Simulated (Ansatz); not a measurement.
# C3H10CuOP: up Jacob's ladder to CCSD(T)

One table from this session's results is given with a row withheld; the runs are named, their logs left out.

Computed with Ansatz 0.2.0, Gaussian basis. Level: functionals in def2-TZVPP, the program's frozen cores in correlated methods.

Levels to be run: LDA (SPW92), PBE-D4, revPBE-D4, BLYP-D4, r2SCAN-D4, B97M-V, PBE0-D4, B3LYP-D4, r2SCANh-D4, r2SCAN0-D4, HSE06-D4, BHLYP-D4, CAM-B3LYP-D4, LC-ωPBE, ωB97X-V, ωB97M-V, B2PLYP, PBE-QIDH; CCSD(T)/def2-SVP; CCSD(T)/def2-TZVPP; MP2/def2-QZVPP; extrapolation to the limit; RPA on PBE.

## The relaxed structure

The geometry comes from an earlier relaxation with PBE0-D4 in a triple-zeta def2 set; it is a stationary point, not always the lowest conformer.

SMILES `C[P+](C)(C)[Cu-][OH]`, 16 atoms, charge 0, spin multiplicity 1.

Atoms are counted from 1 here; the program's logs count them from 0.

Bond lengths: C1–P2 1.821 Å, C1–H7 1.091 Å, C1–H8 1.093 Å, C1–H9 1.091 Å, P2–C3 1.821 Å, P2–C4 1.821 Å, P2–Cu5 2.148 Å, C3–H10 1.091 Å, C3–H11 1.093 Å, C3–H12 1.091 Å, C4–H13 1.091 Å, C4–H14 1.093 Å, C4–H15 1.091 Å, Cu5–O6 1.792 Å, O6–H16 0.958 Å. Angles: P2–C1–H7 109.4°, P2–C1–H8 111.3°, P2–C1–H9 109.5°, H7–C1–H8 109.3°, H7–C1–H9 108.1°, H8–C1–H9 109.3°, C1–P2–C3 102.9°, C1–P2–C4 102.8°, C1–P2–Cu5 115.4°, C3–P2–C4 102.8°, C3–P2–Cu5 115.4°, C4–P2–Cu5 115.8°, P2–C3–H10 109.4°, P2–C3–H11 111.4°, P2–C3–H12 109.4°, H10–C3–H11 109.3°, H10–C3–H12 108.0°, H11–C3–H12 109.3° and more.

The first run:

Contents of in.yaml:

```yaml
crystal:
  periodic: [false, false, false]
  atoms:
    - {symbol: C, position_ang: [-0.533993, -1.476862, 0.840429]}
    - {symbol: P, position_ang: [0.015884, 0.033249, -0.015970]}
    - {symbol: C, position_ang: [1.824210, -0.173167, -0.080153]}
    - {symbol: C, position_ang: [-0.486738, -0.273631, -1.739379]}
    - {symbol: Cu, position_ang: [-0.669417, 1.879958, 0.841953]}
    - {symbol: O, position_ang: [-1.149350, 3.483273, 1.481290]}
    - {symbol: H, position_ang: [-0.190620, -1.452553, 1.875714]}
    - {symbol: H, position_ang: [-0.145209, -2.373952, 0.352451]}
    - {symbol: H, position_ang: [-1.624368, -1.514627, 0.846640]}
    - {symbol: H, position_ang: [2.260874, 0.634780, -0.669204]}
    - {symbol: H, position_ang: [2.099882, -1.133033, -0.523779]}
    - {symbol: H, position_ang: [2.231864, -0.111875, 0.929981]}
    - {symbol: H, position_ang: [-0.114429, 0.531816, -2.374267]}
    - {symbol: H, position_ang: [-0.099810, -1.228613, -2.103315]}
    - {symbol: H, position_ang: [-1.575847, -0.277239, -1.804119]}
    - {symbol: H, position_ang: [-1.842914, 3.452467, 2.141729]}
basis:
  gaussian: {orbitals: def2-TZVPP}
hamiltonian: {xc: lda}
output: {orbitals: {seedname: orbitals}}
```

Run with:

```console
$ ansatz run in.yaml --threads 2 --pin off --events-out ev --progress --plain --max-ram 22528MiB --backend cuda --devices 0, --max-vram 18GiB
```

Steps of the session up to this table: LDA; PBE-D4 (GGA); revPBE-D4 (GGA); BLYP-D4 (GGA); r2SCAN-D4 (meta-GGA); B97M-V (meta-GGA); B3LYP-D4 (hybrid); r2SCANh-D4 (hybrid); r2SCAN0-D4 (hybrid); HSE06-D4 (hybrid); BHLYP-D4 (hybrid); CAM-B3LYP-D4 (range-separated); LC-ωPBE (range-separated); ωB97X-V (range-separated); ωB97M-V (range-separated); B2PLYP (double hybrid); PBE-QIDH (double hybrid).

One of the session's tables, all rows but one given; the rest of the session is left out.

```
  functional  HOMO (eV)  gap (eV)
 LDA (SPW92)      -4.67      3.76
      PBE-D4      -4.44      3.75
   revPBE-D4      -4.35      3.77
     BLYP-D4      -4.34      3.76
   r2SCAN-D4          ?         ?
      B97M-V      -4.66      4.09
     PBE0-D4      -5.85      5.99
    B3LYP-D4      -5.63      5.53
  r2SCANh-D4      -5.18      5.04
  r2SCAN0-D4      -6.03      6.33
    HSE06-D4      -5.44      5.21
    BHLYP-D4      -7.28      8.08
CAM-B3LYP-D4      -7.33      8.31
     LC-ωPBE      -8.64     10.75
     ωB97X-V      -8.32     10.26
     ωB97M-V      -8.33      9.81
```

**Question.** Estimate the row for r2SCAN-D4.

Worked estimate for «HOMO (eV)». Against the share of exact exchange, r2SCANh-D4 (0.1, -5.18), r2SCAN0-D4 (0.25, -6.03) give a slope of -5.67 per unit share; at 0 the line stands at -4.61.

As computed: HOMO (eV): -4.63; gap (eV): 4.19. In «HOMO (eV)» the line misses by +0.02.
